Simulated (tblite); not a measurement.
Settings test, tblite on PtS₂

Simulated with tblite 0.8.0. This is a test of settings. The cell began as a measured structure and was relaxed with r2SCAN+rVV10 in plane waves (Ansatz 0.2.0). All runs are without spin polarisation.

The symmetry is P-3m1 (No. 164, trigonal); conventional cell a = 3.553 Å, c = 5.123 Å, 18.66 Å³ an atom. Around Pt lie 6 S at 2.39 Å; around S lie 3 Pt at 2.39 Å.

The base run uses GFN1-xTB on a cluster of 54 atoms.

```python
import json
from ase import Atoms
from ase.build import make_supercell
from ase.units import Bohr, GPa, Hartree
from tblite.interface import Calculator

atoms = Atoms(['Pt', 'S', 'S'],
              cell=[[3.55262409, 0.0, 0.0], [-1.77631204, 3.07666271, 0.0], [0.0, 0.0, 5.12283074]],
              scaled_positions=[[0.0, 0.0, 0.0], [0.333333333, 0.666666667, 0.239254212], [0.666666667, 0.333333333, 0.760745788]],
              pbc=True)
cluster = make_supercell(atoms, [[3, 0, 0], [0, 3, 0], [0, 0, 2]])
calc = Calculator('GFN1-xTB', cluster.numbers, cluster.positions / Bohr, lattice=cluster.cell[:] / Bohr, periodic=cluster.pbc)
calc.set('temperature', 0.02 / Hartree)
calc.set('max-iter', 150)
res = calc.singlepoint()
levels = res.get('orbital-energies') * Hartree
nv = round(res.get('orbital-occupations').sum() / 2)
cells = len(cluster) // len(atoms)
out = {'energy_per_cell': res.get('energy') * Hartree / cells, 'homo': levels[nv - 1], 'lumo': levels[nv],
       'stress': (-res.get('virial') * Hartree / cluster.get_volume() / GPa).tolist(), 'charges': res.get('charges')[:len(atoms)].tolist(), 'electrons': 2 * nv / cells}
json.dump(out, open('results.json', 'w'))
for key, value in out.items():
    print(key, value)
```

Command: `python run.py`. It took 3 s on 1 thread of Arm Neoverse V2, with other jobs on the host, peak memory 0.12 GiB.

It converged with a gap of 1.01 eV and a pressure of 3.38 GPa (positive in compression). xTB was fitted to molecules, so gaps, charges and pressures of solids can be far off.

Each further run moved one setting: method (Hamiltonian); accuracy (scale of the thresholds); temperature (electronic temperature in eV); charge (charge of the whole cluster); cluster (size of the cluster in conventional cells). Changes are from the base run, which isn't itself converged in every setting; energies of another Hamiltonian, functional, basis or charge aren't compared, and those at a high electronic temperature are mostly its entropy term.

```json
{"setting": "method = IPEA1-xTB", "how it ended": "converged", "gap change (eV)": "1.22", "energy change (meV/atom)": "–", "pressure change (GPa)": "7.99", "time (s)": "2.6"}
{"setting": "accuracy = 0.01", "how it ended": "converged", "gap change (eV)": "0.00", "energy change (meV/atom)": "0.0", "pressure change (GPa)": "0.00", "time (s)": "3.2"}
{"setting": "temperature = 0.3", "how it ended": "converged", "gap change (eV)": "0.02", "energy change (meV/atom)": "-19.2", "pressure change (GPa)": "0.82", "time (s)": "3"}
{"setting": "charge = -2.0 (poor on purpose)", "how it ended": "converged", "gap change (eV)": "–", "energy change (meV/atom)": "–", "pressure change (GPa)": "–", "time (s)": "2.9"}
{"setting": "cluster = 1x1x1 (poor on purpose)", "how it ended": "converged", "gap change (eV)": "0.89", "energy change (meV/atom)": "1833.1", "pressure change (GPa)": "17.74", "time (s)": "0.69"}
{"setting": "cluster = 4x4x3", "how it ended": "converged", "gap change (eV)": "-0.46", "energy change (meV/atom)": "19.1", "pressure change (GPa)": "-0.04", "time (s)": "20"}
```

accuracy = 0.01 changes nothing that matters here.

Spin-orbit coupling is left out, which matters wherever the heavy atoms make up the band edges.
